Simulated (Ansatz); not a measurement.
# Ti6C4OF3: the cost of one run

Program: Ansatz 0.2.0. Level of theory: DFT PBE, scalar-relativistic, plane waves, PAW, and further levels as typed in the inputs. These are calculated values, not measurements.

**1. The system as given**

It takes space group C2/m (No. 12, monoclinic). Conventional cell: a = 10.566 Å, b = 6.100 Å, c = 25.100 Å, α = 90.00°, β = 90.00°, γ = 90.00°. Around Ti (site symmetry m) lie 6 C at 2.15 Å. C (site symmetry 1) has 6 Ti at 2.08 to 2.15 Å as nearest neighbours. Around Ti (site symmetry 1) lie 1 O at 2.02 Å and 3 C at 2.08 Å and 2 F at 2.14 Å. O (site symmetry m) is surrounded by 3 Ti at 2.02 Å. F (site symmetry m) has 3 Ti at 2.14 Å as nearest neighbours. Ti (site symmetry 2) has 6 C at 2.15 Å as nearest neighbours. C (site symmetry m) has 6 Ti at 2.08 to 2.15 Å as nearest neighbours. Ti (site symmetry m) is surrounded by 3 C at 2.08 Å and 3 F at 2.14 Å. Only part of the 11 independent sites is listed.

As a file:

```cif
data_structure
_symmetry_space_group_name_H-M 'C2/m'
_symmetry_Int_Tables_number 12
_cell_length_a 10.5655
_cell_length_b 6.1000
_cell_length_c 25.1000
_cell_angle_alpha 90.000
_cell_angle_beta 90.000
_cell_angle_gamma 90.000
_cell_volume 1617.69
loop_
_atom_site_label
_atom_site_type_symbol
_atom_site_symmetry_multiplicity
_atom_site_Wyckoff_symbol
_atom_site_fract_x
_atom_site_fract_y
_atom_site_fract_z
_atom_site_occupancy
Ti1 Ti 4 i 0.75000 0.00000 0.50000 1
C1 C 8 j 0.66667 0.25000 0.54900 1
Ti2 Ti 8 j 0.83333 0.25000 0.59283 1
O1 O 4 i 0.75000 0.00000 0.63187 1
F1 F 4 i 0.75000 0.00000 0.35857 1
Ti3 Ti 4 h 0.50000 0.25000 0.50000 1
C2 C 4 i 0.41667 0.50000 0.54900 1
Ti4 Ti 4 i 0.58333 0.50000 0.59283 1
F2 F 8 j 0.50000 0.25000 0.64143 1
C3 C 4 i 0.91667 0.50000 0.54900 1
Ti5 Ti 4 i 0.08333 0.50000 0.59283 1
```

**2. Relaxing cell and atoms: Ti12C8O2F6 sheet, no spin**

Input file input.yaml:

```yaml
crystal:
  lattice:
    - [6.1, 0.0, 0.0]
    - [-3.05, 5.2827549631, 0.0]
    - [0.0, 0.0, 25.1]
  atoms:
    - { symbol: Ti, position: [0.0, 0.0, 0.5] }
    - { symbol: C, position: [0.1666666667, 0.3333333333, 0.5490039841] }
    - { symbol: C, position: [0.3333333333, 0.1666666667, 0.4509960159] }
    - { symbol: Ti, position: [0.3333333333, 0.1666666667, 0.5928286853] }
    - { symbol: Ti, position: [0.1666666667, 0.3333333333, 0.4071713147] }
    - { symbol: O, position: [0.0, 0.0, 0.63187251] }
    - { symbol: F, position: [0.0, 0.0, 0.3585657371] }
    - { symbol: Ti, position: [0.0, 0.5, 0.5] }
    - { symbol: C, position: [0.1666666667, 0.8333333333, 0.5490039841] }
    - { symbol: C, position: [0.3333333333, 0.6666666667, 0.4509960159] }
    - { symbol: Ti, position: [0.3333333333, 0.6666666667, 0.5928286853] }
    - { symbol: Ti, position: [0.1666666667, 0.8333333333, 0.4071713147] }
    - { symbol: F, position: [0.0, 0.5, 0.6414342629] }
    - { symbol: F, position: [0.0, 0.5, 0.3585657371] }
    - { symbol: Ti, position: [0.5, 0.0, 0.5] }
    - { symbol: C, position: [0.6666666667, 0.3333333333, 0.5490039841] }
    - { symbol: C, position: [0.8333333333, 0.1666666667, 0.4509960159] }
    - { symbol: Ti, position: [0.8333333333, 0.1666666667, 0.5928286853] }
    - { symbol: Ti, position: [0.6666666667, 0.3333333333, 0.4071713147] }
    - { symbol: F, position: [0.5, 0.0, 0.6414342629] }
    - { symbol: F, position: [0.5, 0.0, 0.3585657371] }
    - { symbol: Ti, position: [0.5, 0.5, 0.5] }
    - { symbol: C, position: [0.6666666667, 0.8333333333, 0.5490039841] }
    - { symbol: C, position: [0.8333333333, 0.6666666667, 0.4509960159] }
    - { symbol: Ti, position: [0.8333333333, 0.6666666667, 0.5928286853] }
    - { symbol: Ti, position: [0.6666666667, 0.8333333333, 0.4071713147] }
    - { symbol: F, position: [0.5, 0.5, 0.6414342629] }
    - { symbol: O, position: [0.5, 0.5, 0.36812749] }
  periodic: [true, true, false]
scf:
  occupations: { method: gaussian, width: 0.05 }
  n_extra_bands: 6
output:
  forces: true
  stress: true
  write_density: true
  write_potential: true
  elf: true
  volumetric_format: npy
kpoints:
  mp_grid: { grid: [5, 5, 1] }
hamiltonian:
  xc: pbe
relax:
  f_tol: 0.02
  max_steps: 100
  cell: { stress_2d_tol: 0.1 }
```

Started as:

```console
$ ansatz run input.yaml --threads 8 --pin off --max-ram 24576MiB --backend cpu --events-out ev --progress --plain --runs-dir out
```

**Question.** How long does this run take on 8 threads of Intel Xeon Platinum 8559C (Emerald Rapids), shared host, and how much memory does it need?

About 85 s, with a peak of 7 GiB.
